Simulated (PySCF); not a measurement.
# AsH2: doublet, from a bent start

The task is one start of a wider search on AsH2: the doublet, from a bent start. It is relaxed, tested by its Hessian and followed downhill if it is a saddle.

Computed with PySCF 2.14.0. Level: PBE0, basis As def2-TZVP, H def2-TZVP, no relativity, density fitting.

## 1. Starting geometry

3 atoms, charge 0, spin multiplicity 2.

Bond lengths: As1–H2 1.530 Å, As1–H3 1.530 Å. Angles: H2–As1–H3 110.0°.

```xyz
3
charge 0 multiplicity 2
As    0.0000    0.0000    0.0000
H     1.2533    0.0000    0.8776
H    -1.2533    0.0000    0.8776
```

## 2. The SCF at the typed geometry

One driver script runs all steps and calls PySCF; scf.py shows how it sets up the SCF of each step. The optimiser is the driver's own. After this first run the driver tries any further starts and a stability analysis.

The input, scf.py:

```python
from pyscf import gto, scf, dft
mol = gto.M(atom='''
As     0.000000     0.000000     0.000000
H      1.253300     0.000000     0.877600
H     -1.253300     0.000000     0.877600''',
    basis={'As': 'def2-TZVP', 'H': 'def2-TZVP'},
    charge=0, spin=1)
mf = dft.UKS(mol, xc='PBE0')
mf.grids.atom_grid = (50, 194)
aux = {'As': 'def2-universal-JKFIT', 'H': 'def2-universal-JKFIT'}
mf = mf.density_fit(auxbasis=aux)
mf.conv_tol = 1e-08
mf.diis_space = 10
mf.max_cycle = 60
mf.init_guess = 'minao'
mf.verbose = 4
mf.kernel()
```

Started as:

```console
$ OMP_NUM_THREADS=2 python axn.py task.json out
```

The program printed:

```text
init E= -2235.87377680896
[... the frontier-level lines of each cycle are left out ...]
cycle= 1 E= -2236.74214809782  delta_E= -0.868  |g|= 0.257  |ddm|= 0.985
cycle= 2 E= -2236.74655096146  delta_E= -0.0044  |g|= 0.224  |ddm|= 0.187
cycle= 3 E= -2236.75292194391  delta_E= -0.00637  |g|= 0.0128  |ddm|= 0.0881
cycle= 4 E= -2236.75300348271  delta_E= -8.15e-05  |g|= 0.00634  |ddm|= 0.0245
cycle= 5 E= -2236.75303023969  delta_E= -2.68e-05  |g|= 0.000695  |ddm|= 0.00894
cycle= 6 E= -2236.75303097587  delta_E= -7.36e-07  |g|= 0.000269  |ddm|= 0.00155
cycle= 7 E= -2236.75303107736  delta_E= -1.01e-07  |g|= 8.45e-05  |ddm|= 0.000589
cycle= 8 E= -2236.75303109461  delta_E= -1.72e-08  |g|= 1.93e-05  |ddm|= 0.000303
cycle= 9 E= -2236.75303109586  delta_E= -1.25e-09  |g|= 3.01e-06  |ddm|= 0.000104
Extra cycle  E= -2236.75303109589  delta_E= -3.09e-11  |g|= 1.34e-06  |ddm|= 9.06e-06
converged SCF energy = -2236.75303109589  <S^2> = 0.75496703  2S+1 = 2.0049609
```

This step, with its further starts and checks, ran for 1.7 s (2 threads of Arm Neoverse V2, shared host).

The test of internal stability found no lower solution of this spin.

## 3. Relaxing the doublet from the bent start

The program finds C2v symmetry in the start, which this walk keeps. Threshold on the gradient: 0.0003 Eh/bohr, with a further test on the energy change.

scf.py, as its differences from that of step 2:

```diff
@@ -3,3 +3,3 @@
-As     0.000000     0.000000     0.000000
-H      1.253300     0.000000     0.877600
-H     -1.253300     0.000000     0.877600''',
+As     0.000000     0.000000    -0.022992
+H      1.253300     0.000000     0.854608
+H     -1.253300     0.000000     0.854608''',
@@ -15 +14,0 @@
-mf.init_guess = 'minao'
```

Steps of the walk:

```csv
step,energy (Eh),change (kJ/mol),largest symmetric gradient (Eh/bohr)
0,-2236.753031,0.00,0.02594
1,-2236.761210,-21.47,0.00988
2,-2236.761587,-22.46,0.00291
3,-2236.761637,-22.60,0.00019
4,-2236.761638,-22.60,0.00001
```

The walk took 2.9 s.

End point (C2v, 4 steps, 22.6 kJ/mol gained): As–H 1.526 Å (×2); H–As–H 90.7°.

## 4. Is it a minimum? Harmonic modes

The point is checked on the finer grid, and tightened if its gradient asks for it. The Hessian and the dipole derivatives come from central differences of analytic gradients, with steps of 0.02 bohr.

scf.py, as its differences from that of step 3:

```diff
@@ -3,3 +3,3 @@
-As     0.000000     0.000000    -0.022992
-H      1.253300     0.000000     0.854608
-H     -1.253300     0.000000     0.854608''',
+As     0.000000     0.000000    -0.028102
+H      1.086010     0.000000     1.044559
+H     -1.086010     0.000000     1.044559''',
@@ -9 +9 @@
-mf.grids.atom_grid = (50, 194)
+mf.grids.atom_grid = (75, 302)
@@ -12 +12 @@
-mf.conv_tol = 1e-08
+mf.conv_tol = 1e-10
```

The driver hands on the density of the step before, so the log starts near convergence.

Log of the central SCF (cycles and frontier levels):

```text
init E= -2236.76162105022
[... the frontier-level lines of each cycle are left out ...]
cycle= 1 E= -2236.76162105022  delta_E= -1.82e-12  |g|= 1.69e-07  |ddm|= 2.1e-07
Extra cycle  E= -2236.76162105023  delta_E= -2.27e-12  |g|= 1.83e-07  |ddm|= 2.04e-07
converged SCF energy = -2236.76162105023  <S^2> = 0.75493082  2S+1 = 2.0049248
```

The whole step took 8.7 s.

Geometry: C2v; As–H 1.526 Å (×2); H–As–H 90.7°.

Harmonic modes (main isotopes):

| symmetry | ω (cm⁻¹) | IR (km/mol) |
| --- | --- | --- |
| a1 | 1004 | 17.0 |
| a1 | 2197 | 93.2 |
| b2 | 2209 | 111 |

Every mode is real; the point is a minimum.

Properties at this point:

```yaml
Dipole_moment: 0.30 D
Highest_occupied_level: -6.86 eV
Lowest_empty_level: -3.04 eV
Rotational_constants: 7.464, 7.091, 3.636 cm⁻¹
Zero-point_energy: 32.4 kJ/mol
Principal_polarisabilities: 24.2, 31.9, 32.4 bohr³
Atomisation_energy_without_zero-point_energy: 579 kJ/mol
Principal_traceless_quadrupole_moments_about_the_centre_of_mass: -0.79, -0.34, 1.14 D Å
Entropy_at_298.15_K_and_1_bar_electronic_part_spin_only: 225.3 J/(mol K)
Heat_capacity_Cp_at_298.15_K: 34.9 J/(mol K)
Enthalpy_at_298.15_K_above_0_K: 10.01 kJ/mol
Rotational_symmetry_number: 2
Spin_squared_⟨S²⟩: 0.755
```

Charges (e) and bond orders:

| atom | Mulliken | Löwdin | polar tensor | spin (Mulliken) | Mayer order to As1 |
| --- | --- | --- | --- | --- | --- |
| As1 | -0.14 | 0.07 | 0.23 | 1.08 | – |
| H2,3 | 0.07 | -0.04 | -0.11 | -0.04 | 0.97 |

Outer orbital energies (eV). α occupied: -45.49, -45.42, -45.38, -45.32, -17.55, -10.32, -8.61, -6.86; empty: 0.57, 0.93, 4.66, 5.61. β occupied: -45.37, -45.36, -45.36, -45.29, -45.28, -16.66, -10.17, -8.24; empty: -3.04, 0.75, 1.19, 5.54.

Mulliken populations on As1: s 7.87, p 15.17, d 10.09, f 0.01.

## 5. Summary of results

| quantity | value |
| --- | --- |
| minimum | doublet, C2v |
| geometry | As–H 1.526 Å (×2); H–As–H 90.7° |
| wavenumbers (cm⁻¹) | 1004 (a1), 2197 (a1), 2209 (b2) |
| dipole moment | 0.30 D |
| highest occupied, lowest empty level (either spin) | -6.86, -3.04 eV |
| polar-tensor charge of As1 | +0.23 e |
| zero-point energy | 32.4 kJ/mol |
| entropy at 298.15 K | 225.3 J/(mol K) |
| atomisation energy (no zero-point energy) | 579 kJ/mol |
| ⟨S²⟩ | 0.755 |

The bent start keeps its C2v symmetry and ends in a minimum. The strongest infrared band lies at 2209 cm⁻¹ (b2, stretch). Most of the spin sits on As1 (Mulliken spin 1.08, against 1 for the whole molecule). Only this shape and spin were tried, so other structures or states may lie lower.

The search up to here took 13 s.
